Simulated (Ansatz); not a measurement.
# NiMoIrPdW (Cm) in Ansatz: relaxation of cell and atoms with revPBE

Aim: the relaxation of cell and atoms of NiMoIrPdW with revPBE.

All numbers are computed with Ansatz 0.2.0; they aren't measurements. Logs are shortened: lines on timing, memory, paths and dates and some standing lists are left out, and cuts for length are marked.

## (1) The structure

Symmetry: Cm, No. 8, monoclinic system. The conventional cell has a = 4.689 Å, b = 2.863 Å, c = 11.144 Å, α = 90.00°, β = 101.20°, γ = 90.00°. Ni (site symmetry m) has 3 Ir at 2.59 to 2.61 Å and 3 Pd at 2.67 to 2.68 Å and 6 Ni at 2.75 to 2.86 Å as nearest neighbours. Mo (site symmetry m) has 3 Ir at 2.68 Å and 6 Mo at 2.75 to 2.86 Å and 2 W at 2.78 Å as nearest neighbours. Pd (site symmetry m) is surrounded by 3 Ni at 2.67 to 2.68 Å and 3 W at 2.74 to 2.75 Å and 6 Pd at 2.75 to 2.86 Å. Ir (site symmetry m) is surrounded by 3 Ni at 2.59 to 2.61 Å and 3 Mo at 2.68 Å and 6 Ir at 2.75 to 2.86 Å. W (site symmetry m) is surrounded by 3 Pd at 2.74 to 2.75 Å and 6 W at 2.75 to 2.86 Å and 2 Mo at 2.78 Å.

The cell was built by a generator and needn't be a form met in nature.

## (2) Relaxation of cell and atoms, revPBE, collinear spin, ferromagnetic start

Input file input.yaml:

```yaml
crystal:
  lattice:
    - [2.3446, -1.43138, 0.00906]
    - [2.3446, 1.43138, 0.00906]
    - [-2.206, 0.0, 10.92374]
  atoms:
    - { symbol: Ni, position: [0.49838, 0.49838, 0.29525], spin: 1.0 }
    - { symbol: Mo, position: [0.31773, 0.31773, 0.91207], spin: 1.0 }
    - { symbol: Pd, position: [0.24733, 0.24733, 0.49061] }
    - { symbol: Ir, position: [0.74982, 0.74982, 0.10802], spin: 0.6 }
    - { symbol: W, position: [0.68673, 0.68673, 0.69406] }
hamiltonian:
  xc: revpbe
  pseudopotentials: { kind: paw }
magnetization:
  spin_polarized: true
kpoints:
  mp_grid: { grid: [8, 8, 2] }
scf:
  occupations: { method: fermi_dirac, width: 0.05 }
output:
  forces: true
  stress: true
  eigenvalues: true
  write_density: true
  write_potential: true
  elf: true
  volumetric_format: npy
relax:
  f_tol: 0.01
  max_steps: 40
  cell: { stress_tol: 0.05 }
```

Potentials or basis: Ansatz PAW.

Run with:

```bash
$ ansatz run input.yaml --threads 8 --pin off --max-ram 20480MiB --backend cpu --events-out ev --progress --plain --runs-dir out
```

What it wrote:

```text
Warning: RAYON_NUM_THREADS=8 ignored (pool sized by the plan → 8); use --threads N
Engine: ansatz 0.2.0, x86_64-unknown-linux-gnu
Pseudopotentials: kind: paw
Pseudopotential: Ni, paw, valence charge 18, recommended cutoff 420 eV (normal), Ni.paw.azcp
Pseudopotential: Mo, paw, valence charge 14, recommended cutoff 420 eV (normal), Mo.paw.azcp
Pseudopotential: Pd, paw, valence charge 18, recommended cutoff 420 eV (normal), Pd.paw.azcp
Pseudopotential: Ir, paw, valence charge 17, recommended cutoff 420 eV (normal), Ir.paw.azcp
Pseudopotential: W, paw, valence charge 14, recommended cutoff 420 eV (normal), W.paw.azcp
Functional definition: revPBE
  parameter kappa = 1.245
  parameter beta = 0.06672455060314922
  exchange = pbe_x(kappa = kappa, mu = beta*pi^2/3)
  correlation = pbe_c(beta = beta)
Crystal: 5 atoms, lattice volume = 73.378 Å³
Basis set: ecut = 420 eV, 1447 PW (Γ), exchange–correlation on 40×40×150 points (8 copies of the dense FFT grid, shifted against one another)
Bands: 51, of which v1, the nominal top of the filled ones, is band 41 counted from 1 (40 counted from 0)
Symmetry: 2 space group operations
Space group: Cm (ITA 8), of the structure as read, at distance tolerance 4.2e-5 Å
Magnetic group: BNS 8.32 (UNI 39), of the structure as read, at distance tolerance 4.2e-5 Å
k-points: 42 of 128 (time reversal used)
Non-local potential: Ni, projectors of the file, l = 0: 3, l = 1: 2, l = 2: 3, l = 3: 1
Non-local potential: Mo, projectors of the file, l = 0: 3, l = 1: 2, l = 2: 2, l = 3: 1
Non-local potential: Pd, projectors of the file, l = 0: 2, l = 1: 2, l = 2: 2, l = 3: 1
Non-local potential: Ir, projectors of the file, l = 0: 3, l = 1: 2, l = 2: 2, l = 3: 1
Non-local potential: W, projectors of the file, l = 0: 3, l = 1: 2, l = 2: 2, l = 3: 1
PAW form: soft (Blöchl's): semilocal exchange-correlation on the pseudo side does not see the compensation charge
PAW frozen core: Ni, regenerated for the run's functional, and the local potential with it (the file was generated under x = pbe(κ = 0.804, μ = 0.2195149727645171), c = pbe(β = 0.06672455060314922))
PAW frozen core: Mo, regenerated for the run's functional, and the local potential with it (the file was generated under x = pbe(κ = 0.804, μ = 0.2195149727645171), c = pbe(β = 0.06672455060314922))
PAW frozen core: Pd, regenerated for the run's functional, and the local potential with it (the file was generated under x = pbe(κ = 0.804, μ = 0.2195149727645171), c = pbe(β = 0.06672455060314922))
PAW frozen core: Ir, regenerated for the run's functional, and the local potential with it (the file was generated under x = pbe(κ = 0.804, μ = 0.2195149727645171), c = pbe(β = 0.06672455060314922))
PAW frozen core: W, regenerated for the run's functional, and the local potential with it (the file was generated under x = pbe(κ = 0.804, μ = 0.2195149727645171), c = pbe(β = 0.06672455060314922))
PAW one-centre angular grid: Ni, 590 points (default); XC on 64 Gauss nodes
PAW one-centre angular grid: Mo, 590 points (default); XC on 64 Gauss nodes
PAW one-centre angular grid: Pd, 590 points (default); XC on 64 Gauss nodes
PAW one-centre angular grid: Ir, 590 points (default); XC on 64 Gauss nodes
PAW one-centre angular grid: W, 590 points (default); XC on 64 Gauss nodes
Initial density: superposition of atomic densities (chi_scale 0.1, normalization cell)
Starting moments: Σ|m| = 2.6 μB on 3 of 5 sites
Initial wavefunctions: pseudopotential atomic-orbital guess
Functional: x = revpbe(κ = 1.245, μ = 0.2195149727645171), c = pbe(β = 0.06672455060314922)
SCF iter   1: F=—  HF=-40128.733635 eV  |F-HF|=—  |Δ(HF+E_count)|=         —  Δρ=1.43e-1 (↑1.39e-1 ↓1.43e-1)  dr2=2.23e2  dr2_m=1.49e-1  M=1.490 μB ∫|m|=1.588 μB  β_m=0.30  ethr=3.10e-3  ⟨swp⟩=6.6  Hψ=14374  notcnv=0
Mixer restart at iter 1: flushing history
preconditioner: auto → Kerker (q_TF=auto, 2.774 Å⁻¹)  [metal: Δε(μ)=0.006 eV  Ē_g=6.354 eV  σ=0.050 eV  W_gap=0.03  n_scr=30 (ndim 8)  ℏωp=27.8 eV  f_vac=0.000  D(μ)=6.03/eV (n_scr^D=70)]
spin=Collinear: Kerker preconditioning applied to the charge; magnetization (m = ρ↑ − ρ↓) channel mixes plain (no charge-response kernel on spin).
SCF iter   2: F=—  HF=-40121.472338 eV  |F-HF|=—  |Δ(HF+E_count)|=    7.26e0  Δρ=3.98e-2 (↑3.98e-2 ↓3.38e-2)  dr2=3.64e0  dr2_m=7.94e-2  M=1.321 μB ∫|m|=1.540 μB  β_m=0.29  ethr=3.10e-3  ⟨swp⟩=3.5  Hψ=9692  notcnv=0  defer=165
[... 149 lines left out ...]
SCF iter   9: F=—  HF=-40121.264622 eV  |F-HF|=—  |Δ(HF+E_count)|=   2.80e-8  Δρ=5.30e-7 (↑5.30e-7 ↓5.18e-7)  dr2=1.11e-9  dr2_m=4.36e-14  M=0.000 μB ∫|m|=0.000 μB  β_m=0.44  ethr=2.97e-12  ⟨swp⟩=2.1  Hψ=7407  notcnv=0
SCF iter  10: F=—  HF=-40121.264622 eV  |F-HF|=—  |Δ(HF+E_count)|=   6.25e-9  Δρ=2.88e-7 (↑2.88e-7 ↓2.77e-7)  dr2=3.95e-10  dr2_m=2.87e-14  M=0.000 μB ∫|m|=0.000 μB  β_m=0.52  ethr=1.38e-12  ⟨swp⟩=2.2  Hψ=7452  notcnv=0
SCF iter  11: F=—  HF=-40121.264622 eV  |F-HF|=—  |Δ(HF+E_count)|=   1.33e-9  Δρ=1.66e-7 (↑1.66e-7 ↓1.57e-7)  dr2=1.40e-10  dr2_m=1.95e-14  M=0.000 μB ∫|m|=0.000 μB  β_m=0.47  ethr=1.00e-12  ⟨swp⟩=2.0  Hψ=5628  notcnv=0
SCF iter  12: F=—  HF=-40121.264622 eV  |F-HF|=—  |Δ(HF+E_count)|=  3.49e-10  Δρ=8.55e-8 (↑8.55e-8 ↓8.37e-8)  dr2=2.92e-11  dr2_m=6.43e-15  M=0.000 μB ∫|m|=0.000 μB  β_m=0.40  ethr=1.00e-12  ⟨swp⟩=2.0  Hψ=5198  notcnv=0
SCF iter  13: F=—  HF=-40121.264622 eV  |F-HF|=—  |Δ(HF+E_count)|=  2.91e-11  Δρ=4.56e-8 (↑4.56e-8 ↓4.52e-8)  dr2=2.12e-11  dr2_m=2.29e-15  M=0.000 μB ∫|m|=0.000 μB  β_m=0.31  ethr=1.00e-12  ⟨swp⟩=1.2  Hψ=4299  notcnv=0
SCF iter  14: F=—  HF=-40121.264622 eV  |F-HF|=—  |Δ(HF+E_count)|=  1.46e-11  Δρ=3.85e-8 (↑3.74e-8 ↓3.85e-8)  dr2=1.00e-11  dr2_m=1.48e-15  M=0.000 μB ∫|m|=0.000 μB  β_m=0.25  ethr=1.00e-12  ⟨swp⟩=1.0  Hψ=4284  notcnv=0
SCF iter  15: F=—  HF=-40121.264622 eV  |F-HF|=—  |Δ(HF+E_count)|=  1.46e-11  Δρ=2.14e-8 (↑2.01e-8 ↓2.14e-8)  dr2=1.71e-12  dr2_m=1.53e-15  M=0.000 μB ∫|m|=0.000 μB  β_m=0.27  ethr=1.00e-12  ⟨swp⟩=1.0  Hψ=4284  notcnv=0
SCF iter  16: F=-40121.264622 eV  HF=-40121.264622 eV  |F-HF|=2.91e-11  |Δ(HF+E_count)|=    0.00e0  Δρ=5.48e-8 (↑5.48e-8 ↓5.42e-8)  dr2=3.79e-11  dr2_m=2.81e-16  M=0.000 μB ∫|m|=0.000 μB  ethr=1.00e-12  ⟨swp⟩=4.0  Hψ=16150  notcnv=0
the starting moments were not kept: the SCF closed with an absolute magnetisation of 7.5e-8 μB, where they sum to 2.6 μB in size (3 sites). That is at most 0.1 of that sum. Measured as dr2_m measures the in/out step, that magnetisation stands 6.3e-15 eV from none, at or under the dr2_threshold of 5.0e-11 eV: it is no larger than a step whose dr2_m would equal this threshold.
SCF 7 converged in 16 iterations: F = -40121.264622 eV  dr2 = 3.79e-11
relax step   7: F+E_penalty+E_count = -40121.26462185 eV  Δ(F+E_penalty+E_count) = -3.547e-4 eV  max|allowed force component| = 1.646e-3 eV/Å  Δτ_max = 0.0000 Å  P = -0.008 GPa  Ω = 74.205 Å³  stress off target by 1.58e-2 GPa  SCF on the basis re-selected at this cell (its energy is not comparable with the rows above)  (16 SCF iters)
basis re-selected at this cell: Δ(F+E_penalty+E_count) = -3.547e-4 eV, ΔP = -0.006 GPa vs the last step (what re-selecting the basis moved, of the pressure what is left beyond the Pulay correction that the steps carried, after the strain that the cell walked since its last selection, with what the two solves' SCF thresholds leave and, on support functions, any second-order correction that the steps lacked; it is no measure of the basis error at this ecutwfc). This SCF's stress stands 1.58e-2 GPa from its target on what of the cell is left free (relax.cell.stress_tol is 5.00e-2 GPa) and its largest allowed force component is 1.65e-3 eV/Å (relax.f_tol is 1.00e-2 eV/Å): within both
SCF converged after 16 iterations
Magnetization: 0.0000 μB (40.5000 up, 40.5000 down)
Absolute magnetization: 0.0000 μB (∫|ρ↑−ρ↓|, with the PAW one-centre terms)
Spin contamination: 0.0000 ħ² per cell (⟨S²⟩ above its minimum at these occupations)
Per-site moments (μB) at R_I (Å): [(4.5560543587278723e-8, 1.0739451683112258), (-6.864378101530856e-9, 1.1087979648560762), (5.41071377099124e-11, 1.1116967759748095), (1.9444851776598734e-10, 1.0739451683112258), (-4.4593515759675e-9, 1.133767676193757)]
Free energy (F): -40121.264622 eV
Harris-Foulkes:  -40121.264622 eV  (|F-HF|=2.91e-11)
Internal energy: -40121.240473 eV  (E = F + TS)
E sigma→0 (E₀):  -40121.252547 eV
Entropy (-TS):   -0.024149 eV (-4.830 meV/atom)
Fermi energy:    20.670809 eV
--- Per-component energies (eV) ---
  E_band       = -691.631600
  E_kinetic    = 2306.192428
  E_local      = -9259.614541  (includes V_loc(G=0)·N_el)
  E_nonlocal   = 1069.317253
  E_hartree    = 3818.651711
  E_xc         = -971.039973
  E_vxc        = -1086.560766  (∫ρ·V_xc dr)
  E_paw        = -26401.992083  (= ΣΔE_a)
  E_vpaw       = -1358.270540  (= ΣTr[D̂ρ^β])
  E_aug_tail   = 0.000798  (compensation charges beyond the density's cutoff)
  E_ewald      = -10682.545137
  E_core_change = -0.210929  (= ΣΔE_core)
  E_smearing   = -0.024149  (= −TS)
  E_closure    = 0.000000  (closes the sum)
  Σ components = -40121.264622   (vs F -40121.264622, Δ=0.00e0)
--- Forces (eV/Å), atoms counted from 1 ---
  atom   1  Ni    -0.00066481    -0.00000000     0.00107420
  atom   2  Mo     0.00016189     0.00000000     0.00164555
  atom   3  Pd     0.00046327     0.00000000    -0.00113995
  atom   4  Ir     0.00024407    -0.00000000    -0.00050814
  atom   5  W     -0.00020448    -0.00000000    -0.00107279
  max |Σ_I F_I| component: 1.14e-6 eV/Å
--- Stress (GPa, compression-positive) ---
       -0.013735       0.000000      -0.004559
        0.000000      -0.004908      -0.000000
       -0.004559      -0.000000      -0.005558
  P = ⅓ Tr σ = -0.0081 GPa (-0.081 kbar)
--- Band table (eV; the first three rows and the last of 84) ---
  k-point 0 ↑: bands = ["-82.1114", "-71.8470", "-64.0305", "-53.3601", "-42.5463", "-42.3995", "-42.3808", "-40.4054", "-29.9042", "-29.5390", "-29.5232", "-28.6885", "-28.5456", "-28.4871", "-17.7579", "-17.0498", "-16.9630", "-14.5198", "-13.8828", "-13.8071", "11.7165", "12.7924", "14.3389", "14.8999", "15.3461", "17.0352", "17.3171", "17.6628", "17.8023", "17.9226", "18.3056", "18.5271", "18.5461", "18.6654", "18.9417", "19.0341", "19.4708", "19.8251", "19.8605", "19.8895", "19.9684", "20.1394", "20.4413", "20.6977", "21.0571", "21.2031", "22.0749", "23.0218", "23.7904", "24.3208", "29.7284"]
  k-point 1 ↑: bands = ["-82.1114", "-71.8470", "-64.0305", "-53.3601", "-42.5463", "-42.3995", "-42.3808", "-40.4054", "-29.9042", "-29.5390", "-29.5232", "-28.6885", "-28.5456", "-28.4871", "-17.7579", "-17.0498", "-16.9630", "-14.5198", "-13.8828", "-13.8071", "11.8204", "12.5556", "14.4362", "14.9265", "15.5061", "17.0390", "17.3109", "17.7441", "17.8058", "17.9091", "18.2515", "18.5197", "18.6314", "18.6863", "18.7153", "19.0686", "19.1687", "19.3029", "19.7575", "19.8164", "20.1703", "20.1971", "20.6795", "20.9492", "21.2456", "21.3755", "22.0447", "23.0224", "23.7868", "24.3275", "28.8773"]
  k-point 2 ↑: bands = ["-82.1108", "-71.8428", "-64.0264", "-53.3471", "-42.5455", "-42.4032", "-42.3850", "-40.3811", "-29.8992", "-29.5740", "-29.5357", "-28.6804", "-28.6000", "-28.5123", "-17.7340", "-17.1931", "-17.0159", "-14.4974", "-14.0327", "-13.8595", "12.2626", "13.3368", "14.7228", "15.3313", "15.6360", "16.8622", "17.1992", "17.6364", "17.8138", "18.0145", "18.0510", "18.1391", "18.4785", "18.6898", "18.8201", "18.9170", "19.2447", "19.4542", "19.6215", "19.8292", "19.9423", "20.2162", "20.5254", "21.0945", "21.3092", "21.4116", "22.8125", "23.3136", "23.7000", "24.9511", "30.0144"]
  k-point 41 ↓: bands = ["-82.1062", "-71.8118", "-63.9955", "-53.2520", "-42.5407", "-42.4490", "-42.3954", "-40.2043", "-29.8631", "-29.8199", "-29.6225", "-28.9817", "-28.6836", "-28.6188", "-18.1138", "-17.5713", "-17.3608", "-15.0084", "-14.3330", "-14.2045", "14.1864", "14.7899", "15.2078", "15.3449", "15.4930", "15.8417", "16.9234", "17.2123", "17.6048", "18.0778", "18.1115", "18.3832", "19.1561", "19.7075", "19.7598", "20.2182", "20.5325", "20.5328", "20.9053", "21.2415", "21.5030", "21.7403", "22.5161", "23.2842", "23.4541", "24.3184", "24.8242", "25.8903", "26.2400", "26.7406", "27.3528"]
--- Relaxed structure (6 steps of the walk, 5 accepted, 1 SCFs on fresh bases) ---
  F+E_penalty+E_count = -40121.26462185 eV   max|allowed force component| = 1.646e-3 eV/Å   (the final SCF, on the basis selected at the relaxed cell)
  cell:  # Å, volume = 74.2050 Å³
    - [2.35952860998399, -1.427917318919266, 0.0152570728869118]
    - [2.35952860998399, 1.427917318919266, 0.015257072886911797]
    - [-2.1914604132288966, -3.9854264243940006e-18, 10.998042892876715]
  atoms:
    - { symbol: Ni, position: [0.49760536925658794, 0.49760536925658794, 0.29466874453985953] }
    - { symbol: Mo, position: [0.3223018466165428, 0.3223018466165428, 0.9121357486515131] }
    - { symbol: Pd, position: [0.24645457085507938, 0.24645457085507938, 0.49144271885121954] }
    - { symbol: Ir, position: [0.7511317437834735, 0.7511317437834735, 0.10766218755732841] }
    - { symbol: W, position: [0.682496469488316, 0.682496469488316, 0.6941006004000794] }
```

Wall time 43 s (8 threads of AMD EPYC 7B13 (Zen 3), shared host); peak memory 0.8 GiB.

Results:

- Free energy: -40121.2646 eV
- Relaxed volume: 14.84 Å³/atom
- Relaxed cell: a = 2.758 Å, b = 2.758 Å, c = 11.214 Å, α = 99.31°, β = 99.31°, γ = 62.36°
- Space group after relaxing (to 0.05 Å): Cm (No. 8)
- Energy gained by relaxing: 2.0 meV/atom
- Ionic steps: 6
- Pressure after relaxing: 0.0 GPa
- Band gap on the k mesh: none (metal or under the smearing width)
- Net moment: 0.00 μB per cell
- Absolute moment: 0.00 μB per cell

The path:
```
step  energy change (eV)  largest force (eV/Å)  volume (Å³)
   1              0.0000                0.0907        73.38
   2             -0.0092                0.0438        74.16
   3             -0.0096                0.0247        74.20
   4             -0.0096                0.0034        74.22
   5             -0.0096                0.0016        74.20
   6             -0.0100                0.0017        74.20
```

Final structure:
```
Ni Mo Pd Ir W
1.0
     2.35953   -1.42792    0.01526
     2.35953    1.42792    0.01526
    -2.19146    0.00000   10.99804
Ni Mo Pd Ir W
1 1 1 1 1
Direct
  0.49761 0.49761 0.29467
  0.32230 0.32230 0.91214
  0.24645 0.24645 0.49144
  0.75113 0.75113 0.10766
  0.68250 0.68250 0.69410
```

Levels at points of the mesh, in eV from the Fermi level:
Spin up:
```csv
k point,band 38,band 39,band 40,band 41,band 42,band 43
"(0.00, 0.00, 0.00)",-0.85,-0.81,-0.78,-0.70,-0.53,-0.23
"(0.00, 0.00, -0.50)",-1.37,-0.91,-0.85,-0.50,-0.47,0.01
"(0.00, -0.50, 0.00)",-0.37,-0.18,0.82,1.29,1.33,1.58
"(0.00, -0.50, -0.50)",-0.19,-0.13,0.74,0.83,1.04,1.65
"(-0.50, -0.50, 0.00)",-0.14,-0.06,0.29,1.08,1.09,1.77
"(-0.50, -0.50, -0.50)",-0.14,0.23,0.57,0.83,1.07,1.85
```
Spin down:
```tsv
k point	band 36	band 37	band 38	band 39	band 40	band 41	band 42	band 43	band 44	band 45
(0.00, 0.00, 0.00)	-1.64	-1.20	-0.85	-0.81	-0.78	-0.70	-0.53	-0.23	0.03	0.39
(0.00, 0.00, -0.50)	-1.60	-1.50	-1.37	-0.91	-0.85	-0.50	-0.47	0.01	0.28	0.57
(0.00, -0.50, 0.00)	-0.65	-0.51	-0.37	-0.18	0.82	1.29	1.33	1.58	1.89	2.39
(0.00, -0.50, -0.50)	-0.60	-0.48	-0.19	-0.13	0.74	0.83	1.04	1.65	2.45	2.67
(-0.50, -0.50, 0.00)	-0.46	-0.35	-0.14	-0.06	0.29	1.08	1.09	1.77	2.77	2.90
(-0.50, -0.50, -0.50)	-0.45	-0.14	-0.14	0.23	0.57	0.83	1.07	1.85	2.61	2.78
```

Caveat: the plane-wave basis is chosen anew once the cell has moved, so the energies of steps on either side of that aren't comparable; the PAW data sets come from PBE, with cores solved anew for the run's functional, which leaves a small shift of forces and pressure; the starting moments weren't kept. Spin-orbit coupling is left out, which matters for the levels of Ir, W.
